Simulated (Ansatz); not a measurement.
# CH4BNO: geometry optimisation

The task: find the minimum of CH4BNO nearest to the start.

Method: RKS B3LYP-D4/def2-SVP; program: Ansatz 0.2.0.

## 1. The starting structure

SMILES `B1NCO1`, 8 atoms, charge 0, spin multiplicity 1.

Atoms are counted from 1 here; the program's logs count them from 0.

Bond lengths: B1–N2 1.422 Å, B1–O4 1.411 Å, B1–H5 1.208 Å, N2–C3 1.454 Å, N2–H6 1.016 Å, C3–O4 1.443 Å, C3–H7 1.115 Å, C3–H8 1.115 Å. Angles: N2–B1–O4 95.0°, N2–B1–H5 136.5°, O4–B1–H5 128.4°, B1–N2–C3 85.9°, B1–N2–H6 144.6°, C3–N2–H6 129.4°, N2–C3–O4 92.3°, N2–C3–H7 115.5°, N2–C3–H8 115.5°, O4–C3–H7 111.4°, O4–C3–H8 111.4°, H7–C3–H8 109.7°, B1–O4–C3 86.8°.

Geometry (Å):

```mol
CH4BNO
  3D, bonds by distance, orders not assigned

  8  8  0  0  0  0  0  0  0  0999 V2000
   -0.5428    0.6877   -0.7253 B   0  0
   -0.0062    0.5766    0.5870 N   0  0
    0.3993   -0.7637    0.1955 C   0  0
   -0.1587   -0.6091   -1.1259 O   0  0
   -1.1282    1.5290   -1.3652 H   0  0
    0.1228    1.0568    1.4726 H   0  0
   -0.0932   -1.5952    0.7508 H   0  0
    1.4993   -0.9391    0.1545 H   0  0
  1  2  8  0
  1  4  8  0
  1  5  8  0
  2  3  8  0
  2  6  8  0
  3  4  8  0
  3  7  8  0
  3  8  8  0
M  END
```

## 2. Relaxation

input.yaml

```yaml
crystal:
  periodic: [false, false, false]
  atoms:
    - { symbol: B, position_ang: [-0.542848, 0.687652, -0.725297] }
    - { symbol: "N", position_ang: [-0.006193, 0.576612, 0.587036] }
    - { symbol: C, position_ang: [0.3993, -0.763655, 0.195546] }
    - { symbol: O, position_ang: [-0.158687, -0.609084, -1.125882] }
    - { symbol: H, position_ang: [-1.128151, 1.528988, -1.365216] }
    - { symbol: H, position_ang: [0.122783, 1.05683, 1.472577] }
    - { symbol: H, position_ang: [-0.093201, -1.59524, 0.750807] }
    - { symbol: H, position_ang: [1.499297, -0.939103, 0.154528] }
basis:
  gaussian: { orbitals: def2-SVP }
hamiltonian:
  xc: { name: B3LYP }
  dispersion: d4
output:
  forces: true
relax:
  f_tol: 0.003
  max_steps: 120
```

Launch:

```sh
> ansatz run input.yaml --threads 1 --pin off --max-ram 2560MiB --backend cpu --events-out ev --progress --plain --runs-dir out
```

The program printed:

```text
Warning: RAYON_NUM_THREADS=1 ignored (pool sized by the plan → 1); use --threads N
The last accepted step is kept in <dir> (removed where the run ends without a failure and the disk answers)
Engine: ansatz 0.2.0, aarch64-unknown-linux-gnu
Functional definition: B3LYP
  parameter a0 = 0.2
  parameter ax = 0.72
  parameter ac = 0.81
  exchange = (1 - a0 - ax)*slater_x + ax*b88_x + a0*exact_x
  correlation = (1 - ac)*vwn_rpa_c + ac*lyp_c
852 factors; integrals over basis functions are off by at most 3.5e-4 eV
mean field evaluation 1: about -5306.7705 eV, gradient 5.3e1 eV
mean field evaluation 2: about -5301.1358 eV, gradient 7.5e1 eV
mean field evaluation 4: about -5312.4693 eV, gradient 2.5e0 eV
mean field evaluation 8: about -5312.4800 eV, gradient 5.2e-2 eV
mean field -5312.48005141 eV, -195.2300409610 hartree, gradient 3.4e-5 eV, S^2 0.000000; 0 other end points of the search recorded, 0 dependent functions left out
the calculation of the forces begins
reference -5312.48025939 eV, -195.2300486041 hartree; 15, 15 occupied and 61, 61 virtual orbitals, 852 factors
relax step   1: F+E_penalty+E_count = -5312.66380845 eV  Δ(F+E_penalty+E_count) = +0.000e0 eV  max|allowed force component| = 4.433e-1 eV/Å  Δτ_max = 0.0000 Å  (24 SCF iters, accepted)
these checks for a lower state are left out or cut short: starts, cluster_reference, orbital_swaps, neighbouring_geometries, increment
852 factors; integrals over basis functions are off by at most 3.4e-4 eV
mean field evaluation 16: about -5312.4907 eV, gradient 1.3e-3 eV
mean field -5312.48896365 eV, -195.2303684799 hartree, gradient 3.4e-5 eV, S^2 0.000000; 0 other end points of the search recorded, 0 dependent functions left out
the calculation of the forces begins
reference -5312.48917144 eV, -195.2303761159 hartree; 15, 15 occupied and 61, 61 virtual orbitals, 852 factors
relax step   2: F+E_penalty+E_count = -5312.67288246 eV  Δ(F+E_penalty+E_count) = -9.074e-3 eV  max|allowed force component| = 1.490e-1 eV/Å  Δτ_max = 0.0102 Å  (26 SCF iters, accepted)
these checks for a lower state are left out or cut short: starts, cluster_reference, orbital_swaps, neighbouring_geometries, increment
852 factors; integrals over basis functions are off by at most 3.3e-4 eV
mean field -5312.48986595 eV, -195.2304016388 hartree, gradient 1.3e-5 eV, S^2 0.000000; 0 other end points of the search recorded, 0 dependent functions left out
the calculation of the forces begins
reference -5312.49007366 eV, -195.2304092720 hartree; 15, 15 occupied and 61, 61 virtual orbitals, 852 factors
relax step   3: F+E_penalty+E_count = -5312.67387221 eV  Δ(F+E_penalty+E_count) = -9.897e-4 eV  max|allowed force component| = 3.947e-2 eV/Å  Δτ_max = 0.0052 Å  (22 SCF iters, accepted)
these checks for a lower state are left out or cut short: starts, cluster_reference, orbital_swaps, neighbouring_geometries, increment
852 factors; integrals over basis functions are off by at most 3.3e-4 eV
mean field -5312.48988018 eV, -195.2304021618 hartree, gradient 1.7e-5 eV, S^2 0.000000; 0 other end points of the search recorded, 0 dependent functions left out
the calculation of the forces begins
reference -5312.49008790 eV, -195.2304097953 hartree; 15, 15 occupied and 61, 61 virtual orbitals, 852 factors
relax step   4: F+E_penalty+E_count = -5312.67389335 eV  Δ(F+E_penalty+E_count) = -2.114e-5 eV  max|allowed force component| = 1.526e-2 eV/Å  Δτ_max = 0.0020 Å  (22 SCF iters, accepted)
these checks for a lower state are left out or cut short: starts, cluster_reference, orbital_swaps, neighbouring_geometries, increment
852 factors; integrals over basis functions are off by at most 3.3e-4 eV
mean field evaluation 32: about -5312.4917 eV, gradient 1.3e-1 eV
mean field -5312.48990441 eV, -195.2304030520 hartree, gradient 7.4e-5 eV, S^2 0.000000; 0 other end points of the search recorded, 0 dependent functions left out
the calculation of the forces begins
reference -5312.49011213 eV, -195.2304106857 hartree; 15, 15 occupied and 61, 61 virtual orbitals, 852 factors
relax step   5: F+E_penalty+E_count = -5312.67391486 eV  Δ(F+E_penalty+E_count) = -2.151e-5 eV  max|allowed force component| = 2.339e-3 eV/Å  Δτ_max = 0.0014 Å  (19 SCF iters, accepted)
852 factors; integrals over basis functions are off by at most 3.3e-4 eV
mean field -5312.48990441 eV, -195.2304030520 hartree, gradient 7.4e-5 eV, S^2 0.000000; 1 other end points of the search recorded, 0 dependent functions left out
the calculation of the forces begins
reference -5312.49011213 eV, -195.2304106857 hartree; 15, 15 occupied and 61, 61 virtual orbitals, 852 factors
Total energy: -5312.67412258 eV, -195.2371729450 hartree
Atom 0 at    -0.541110     0.685074    -0.723092 Å, force     0.000125     0.000104     0.000436 eV/Å
Atom 1 at    -0.007805     0.574511     0.583323 Å, force    -0.000951     0.001092    -0.000988 eV/Å
Atom 2 at     0.399941    -0.765911     0.195158 Å, force     0.001316    -0.002339     0.000739 eV/Å
Atom 3 at    -0.158084    -0.601442    -1.118451 Å, force    -0.000726     0.000603    -0.000956 eV/Å
Atom 4 at    -1.121922     1.521451    -1.354752 Å, force     0.000169    -0.000182    -0.000009 eV/Å
Atom 5 at     0.120655     1.055497     1.460237 Å, force     0.000075     0.000671     0.000819 eV/Å
Atom 6 at    -0.090658    -1.589157     0.746014 Å, force     0.000244     0.000067    -0.000115 eV/Å
Atom 7 at     1.491283    -0.937023     0.155662 Å, force    -0.000253    -0.000017     0.000073 eV/Å
Dipole moment:     0.175036     0.053110     0.528220 e Å
```

Run time: 15 s. Hardware: 1 thread of Arm Neoverse V1, shared host; peak memory 0.14 GiB.

Relaxation path:

```csv
step,energy from step 1 (eV),largest force component (eV/Å)
1,0.0000,0.4433
2,-0.0091,0.1490
3,-0.0101,0.0395
4,-0.0101,0.0153
5,-0.0101,0.0023
```

Close pairs (by a distance rule), those that changed most:

```
 bond  before (Å)  after (Å)  change (Å)
B1–O4       1.411      1.399      -0.011
B1–H5       1.208      1.198      -0.010
C3–H8       1.115      1.105      -0.009
C3–H7       1.115      1.105      -0.009
N2–H6       1.016      1.008      -0.007
B1–N2       1.422      1.415      -0.007
C3–O4       1.443      1.437      -0.006
N2–C3       1.454      1.454      -0.000
```

## 3. What came out

```
             quantity      value
        energy gained  0.0101 eV
root mean square move    0.009 Å
        dipole moment     2.68 D
```

What this shows: Bond lengths: B1–N2 1.415 Å, B1–O4 1.399 Å, B1–H5 1.198 Å, N2–C3 1.454 Å, N2–H6 1.008 Å, C3–O4 1.437 Å, C3–H7 1.105 Å, C3–H8 1.105 Å. Angles: N2–B1–O4 94.9°, N2–B1–H5 136.4°, O4–B1–H5 128.7°, B1–N2–C3 86.1°, B1–N2–H6 144.4°, C3–N2–H6 129.5°, N2–C3–O4 91.7°, N2–C3–H7 115.4°, N2–C3–H8 115.4°, O4–C3–H7 111.6°, O4–C3–H8 111.6°, H7–C3–H8 109.9°, B1–O4–C3 87.3°. No frequencies were computed here.
